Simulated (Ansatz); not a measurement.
# FH3S3Zr: basis-set convergence

The task here is to estimate one member of a computed series from the others.

The runs use Ansatz 0.2.0, Gaussian basis; one geometry, several basis sets.

Levels to be run: PBE0-D4/def2-SVP; ωB97M-V/def2-SVP; PBE0-D4/def2-QZVPP; ωB97M-V/def2-QZVPP; the functionals' def2-TZVPP values are taken from earlier runs.

### The relaxed structure

An earlier PBE0-D4 in a triple-zeta def2 set relaxation fixed the geometry. Zr takes the def2 core potential; no spin-orbit term is included.

SMILES `[F][Zr]([SH])([SH])[SH]`, 8 atoms, charge 0, spin multiplicity 1.

Atoms are counted from 1 here; the program's logs count them from 0.

Bond lengths: F1–Zr2 1.893 Å, Zr2–S3 2.425 Å, Zr2–S4 2.425 Å, Zr2–S5 2.425 Å, S3–H6 1.350 Å, S4–H7 1.350 Å, S5–H8 1.350 Å. Angles: F1–Zr2–S3 111.8°, F1–Zr2–S4 111.8°, F1–Zr2–S5 111.8°, S3–Zr2–S4 107.0°, S3–Zr2–S5 107.1°, S4–Zr2–S5 107.1°, Zr2–S3–H6 90.5°, Zr2–S4–H7 90.5°, Zr2–S5–H8 90.5°.

The first run:

Contents of in.yaml:

```yaml
crystal:
  periodic: [false, false, false]
  atoms:
    - {symbol: F, position_ang: [-1.558568, 0.262657, 1.183412]}
    - {symbol: Zr, position_ang: [-0.064855, 0.010911, 0.048666]}
    - {symbol: S, position_ang: [2.027754, 0.220583, 1.255822]}
    - {symbol: S, position_ang: [-0.015061, 1.638526, -1.748142]}
    - {symbol: S, position_ang: [-0.076706, -2.185003, -0.979927]}
    - {symbol: H, position_ang: [1.505755, -0.452611, 2.302628]}
    - {symbol: H, position_ang: [-0.407332, 2.609151, -0.896378]}
    - {symbol: H, position_ang: [-1.410978, -2.104214, -1.166081]}
basis:
  gaussian: {orbitals: def2-SVP}
hamiltonian: {xc: pbe0, dispersion: d4}
output: {orbitals: {seedname: orbitals}}
```

Run with:

```
ansatz run in.yaml --threads 4 --pin off --events-out ev --progress --plain --max-ram 10444MiB
```

Among the steps run: PBE0-D4 in def2-SVP; ωB97M-V in def2-SVP; PBE0-D4 in def2-QZVPP; ωB97M-V in def2-QZVPP.

One of the session's tables, all rows but one given; the rest of the session is left out.

It belongs to the step «Density functionals: the series». 

| functional | basis | HOMO (eV) | LUMO (eV) |
| --- | --- | --- | --- |
| PBE0-D4 | def2-SVP | -7.81 | -2.14 |
| PBE0-D4 | def2-TZVPP | -7.85 | -2.19 |
| PBE0-D4 | def2-QZVPP | -7.87 | -2.20 |
| ωB97M-V | def2-SVP | -9.88 | -0.06 |
| ωB97M-V | def2-TZVPP | ? | ? |
| ωB97M-V | def2-QZVPP | -9.99 | -0.18 |

**Question.** Estimate the row for ωB97M-V, def2-TZVPP.

As computed: HOMO (eV): -9.97; LUMO (eV): -0.16. In the column «HOMO (eV)» it lies between ωB97M-V, def2-QZVPP (-9.99) and ωB97M-V, def2-SVP (-9.88).
